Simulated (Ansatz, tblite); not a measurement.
# Ga₄PN₃ with GFN2-xTB from a Python script

These are simulated results from tblite 0.8.0, not measurements. The cell was built from a prototype and was relaxed with r2SCAN in plane waves (Ansatz 0.2.0). It may be hypothetical. All runs are without spin polarisation.

It is tetragonal, I-42m (No. 121); conventional cell a = 4.759 Å, c = 9.384 Å, 13.29 Å³ an atom. N has 4 Ga at 2.01 Å; Ga has 3 N at 1.97–2.01 Å and 1 P at 2.25 Å; N has 4 Ga at 1.97 Å; P has 4 Ga at 2.25 Å.

tblite solves periodic systems at the zone centre alone, so the script builds a cluster of 2×2×1 conventional cells (64 atoms), which folds in a coarse mesh of k points.

Input script:

```python
import json
from ase import Atoms
from ase.build import make_supercell
from ase.units import Bohr, GPa, Hartree
from tblite.interface import Calculator

atoms = Atoms(['N', 'Ga', 'N', 'Ga', 'N', 'Ga', 'P', 'Ga'],
              cell=[[-2.37974625, 2.37974625, 4.69193212], [2.37974625, -2.37974625, 4.69193212], [2.37974625, 2.37974625, -4.69193212]],
              scaled_positions=[[0.25, 0.75, 0.5], [0.858665329, 0.411674843, 0.0], [0.5, 0.5, 0.0], [0.141334671, 0.141334671, 0.553009514], [0.75, 0.25, 0.5], [0.411674843, 0.858665329, 0.0], [0.0, 0.0, 0.0], [0.588325157, 0.588325157, 0.446990486]],
              pbc=True)
cluster = make_supercell(atoms, [[0, 2, 2], [2, 0, 2], [1, 1, 0]])
calc = Calculator('GFN2-xTB', cluster.numbers, cluster.positions / Bohr, lattice=cluster.cell[:] / Bohr, periodic=cluster.pbc)
calc.set('temperature', 0.02 / Hartree)
calc.set('max-iter', 150)
res = calc.singlepoint()
levels = res.get('orbital-energies') * Hartree
nv = round(res.get('orbital-occupations').sum() / 2)
cells = len(cluster) // len(atoms)
out = {'energy_per_cell': res.get('energy') * Hartree / cells, 'homo': levels[nv - 1], 'lumo': levels[nv],
       'stress': (-res.get('virial') * Hartree / cluster.get_volume() / GPa).tolist(), 'charges': res.get('charges')[:len(atoms)].tolist(), 'electrons': 2 * nv / cells}
json.dump(out, open('results.json', 'w'))
for key, value in out.items():
    print(key, value)
```

Command: `python run.py`. It took 6.4 s on 1 thread of Arm Neoverse V2, on a shared host, peak memory 0.12 GiB.

The log:

```
------------------------------------------------------------
  cycle        total energy    energy error   density error
------------------------------------------------------------
      1     -123.1903391256  -1.2380410E+02   3.6571316E-01
      2     -126.1334177965  -2.9430787E+00   3.2039110E-01
      3     -129.4466420355  -3.3132242E+00   1.8863337E-01
      4     -129.8519513017  -4.0530927E-01   1.9025526E-01
      5     -130.7168379172  -8.6488662E-01   3.1344382E-02
      6     -130.7767373507  -5.9899433E-02   2.0035424E-02
      7     -130.7941762835  -1.7438933E-02   5.1755693E-03
      8     -130.7951378517  -9.6156822E-04   2.8389465E-03
      9     -130.7952056455  -6.7793791E-05   1.1796801E-03
     10     -130.7952274905  -2.1844993E-05   9.0440633E-04
     11     -130.7952725130  -4.5022558E-05   2.3562713E-04
     12     -130.7952740703  -1.5572267E-06   1.4060014E-04
     13     -130.7952750634  -9.9317967E-07   9.4139509E-05
     14     -130.7952751811  -1.1762606E-07   5.9364152E-05
     15     -130.7952751915  -1.0465669E-08   5.9667381E-05
     16     -130.7952750980   9.3473346E-08   4.9778336E-05
     17     -130.7952751151  -1.7083494E-08   5.6718105E-05
     18     -130.7952751324  -1.7294781E-08   4.2104509E-05
     19     -130.7952751866  -5.4149069E-08   5.3145205E-06
------------------------------------------------------------

 total:                                   5.862 sec
energy_per_cell -444.8900904081611
homo -10.721970346536505
lumo -9.591737541106724
stress [[1.0362702221004887, -6.795653050138505e-07, -6.452018908191606e-07], [-6.795653046226037e-07, 1.0362702221004956, -6.452021096131088e-07], [-6.452018904969645e-07, -6.452021106570584e-07, 1.5564041837846108]]
charges [-0.3657888668863256, 0.2948370490519943, -0.3812223880271901, 0.2948387736192492, -0.365788866886235, 0.2948370490519439, -0.06653501468987658, 0.29484439753313546]
electrons 32.0
```

The cycle table is in hartree for the whole cluster, and the lines after it are in eV (the energy for one cell). The printed stress is in GPa and positive in compression, and the pressure is its mean diagonal.

GFN2-xTB gives a gap of 1.13 eV. On the same cell, plane-wave PBE (Ansatz, 8×8×8 k points and the special points) gives a gap of 0.76 eV and r2SCAN a gap of 1.12 eV; on shared hosts these took about 39 and 74 core-seconds on the 8-atom cell, against 6.4 for the script. Semilocal gaps usually lie below measured ones. xTB was fitted to molecules, so gaps, charges and pressures of solids can be far off, and the gap also depends on the size of the cluster.

The same script was run on cells scaled at fixed shape and fractional coordinates:

```tsv
volume (Å³/atom)	energy (meV/atom)	pressure (GPa, positive in compression)	gap (eV)
11.69	95.1	20.25	1.64
12.49	24.2	8.98	1.38
13.29	0.0	1.21	1.13
14.08	8.2	-4.30	0.88
14.88	39.5	-8.14	0.64
```

A Birch-Murnaghan fit puts the minimum at 13.44 Å³/atom, 1.2 % above the given cell, with a bulk modulus of 102 GPa at fixed shape.

xTB was fitted mostly to molecules, and a small cluster samples few k points, so gaps, pressures and kinks along a curve can be far from a solid's.
